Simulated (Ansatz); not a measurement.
**C2H8B2: up Jacob's ladder to CCSD(T)**

An exercise on one series of results from a longer session: the logs are not shown, and one member is left open.

The runs use Ansatz 0.2.0, Gaussian basis; functionals in def2-TZVPP, the program's frozen cores in correlated methods.

The runs, in order: LDA (SPW92), PBE-D4, revPBE-D4, BLYP-D4, r2SCAN-D4, B97M-V, PBE0-D4, B3LYP-D4, r2SCANh-D4, r2SCAN0-D4, HSE06-D4, BHLYP-D4, CAM-B3LYP-D4, LC-ωPBE, ωB97X-V, ωB97M-V, B2PLYP, PBE-QIDH; CCSD(T)/def2-SVP; CCSD(T)/def2-TZVPP; MP2/def2-QZVPP; extrapolation to the limit; RPA on PBE.

### The geometry

The geometry comes from an earlier relaxation with PBE0-D4 in a triple-zeta def2 set; it is a stationary point, not always the lowest conformer.

SMILES `CBBC`, 12 atoms, charge 0, spin multiplicity 1.

Atoms are counted from 1 here; the program's logs count them from 0.

Bond lengths: C1–B2 1.564 Å, C1–H5 1.091 Å, C1–H6 1.094 Å, C1–H7 1.101 Å, B2–B3 1.650 Å, B2–H8 1.209 Å, B3–C4 1.564 Å, B3–H9 1.209 Å, C4–H10 1.101 Å, C4–H11 1.091 Å, C4–H12 1.094 Å. Angles: B2–C1–H5 116.3°, B2–C1–H6 112.7°, B2–C1–H7 105.2°, H5–C1–H6 109.5°, H5–C1–H7 107.3°, H6–C1–H7 104.9°, C1–B2–B3 126.7°, C1–B2–H8 116.1°, B3–B2–H8 117.2°, B2–B3–C4 126.7°, B2–B3–H9 117.2°, C4–B3–H9 116.1°, B3–C4–H10 105.2°, B3–C4–H11 116.3°, B3–C4–H12 112.8°, H10–C4–H11 107.3°, H10–C4–H12 104.9°, H11–C4–H12 109.5°.

Set-up of the first run:

Input file in.yaml:

```yaml
crystal:
  periodic: [false, false, false]
  atoms:
    - {symbol: C, position_ang: [-1.622964, 0.986308, -0.525662]}
    - {symbol: B, position_ang: [-0.735783, 0.371397, 0.606458]}
    - {symbol: B, position_ang: [0.344553, -0.866013, 0.450437]}
    - {symbol: C, position_ang: [1.839015, -0.751508, 0.002838]}
    - {symbol: H, position_ang: [-1.676254, 0.421901, -1.457883]}
    - {symbol: H, position_ang: [-2.634497, 1.227541, -0.186391]}
    - {symbol: H, position_ang: [-1.162176, 1.959247, -0.758457]}
    - {symbol: H, position_ang: [-0.842665, 0.875891, 1.699954]}
    - {symbol: H, position_ang: [-0.058015, -1.982316, 0.681699]}
    - {symbol: H, position_ang: [1.863436, -1.140907, -1.027168]}
    - {symbol: H, position_ang: [2.260268, 0.254671, -0.021315]}
    - {symbol: H, position_ang: [2.502081, -1.411611, 0.569489]}
basis:
  gaussian: {orbitals: def2-TZVPP}
hamiltonian: {xc: lda}
output: {orbitals: {seedname: orbitals}}
```

Launch:

```console
$ ansatz run in.yaml --threads 2 --pin off --events-out ev --progress --plain --max-ram 4352MiB
```

Among the steps run: LDA; PBE-D4 (GGA); revPBE-D4 (GGA); BLYP-D4 (GGA); r2SCAN-D4 (meta-GGA); B97M-V (meta-GGA); B3LYP-D4 (hybrid); r2SCANh-D4 (hybrid); r2SCAN0-D4 (hybrid); HSE06-D4 (hybrid); BHLYP-D4 (hybrid); CAM-B3LYP-D4 (range-separated); LC-ωPBE (range-separated); ωB97X-V (range-separated); ωB97M-V (range-separated); B2PLYP (double hybrid); PBE-QIDH (double hybrid).

One table of the session follows, with a row left open; its other results are not shown here.

| functional | HOMO (eV) | gap (eV) |
| --- | --- | --- |
| LDA (SPW92) | -6.24 | 4.07 |
| PBE-D4 | -6.20 | 4.28 |
| revPBE-D4 | -6.17 | 4.37 |
| BLYP-D4 | -6.15 | 4.38 |
| r2SCAN-D4 | -6.45 | 4.93 |
| B97M-V | -6.54 | 4.92 |
| PBE0-D4 | -7.52 | 6.59 |
| B3LYP-D4 | -7.37 | 6.21 |
| r2SCANh-D4 | -6.94 | 5.75 |
| r2SCAN0-D4 | -7.68 | 6.98 |
| HSE06-D4 | -7.12 | 5.80 |
| BHLYP-D4 | -8.83 | 8.91 |
| CAM-B3LYP-D4 | -8.98 | 9.13 |
| LC-ωPBE | -10.32 | 11.68 |
| ωB97X-V | -9.97 | 11.19 |
| ωB97M-V | ? | ? |

Q: Estimate the row for ωB97M-V from the others.

**Answer.** HOMO (eV): -9.80; gap (eV): 10.75. In the column «HOMO (eV)» it lies between ωB97X-V (-9.97) and CAM-B3LYP-D4 (-8.98).
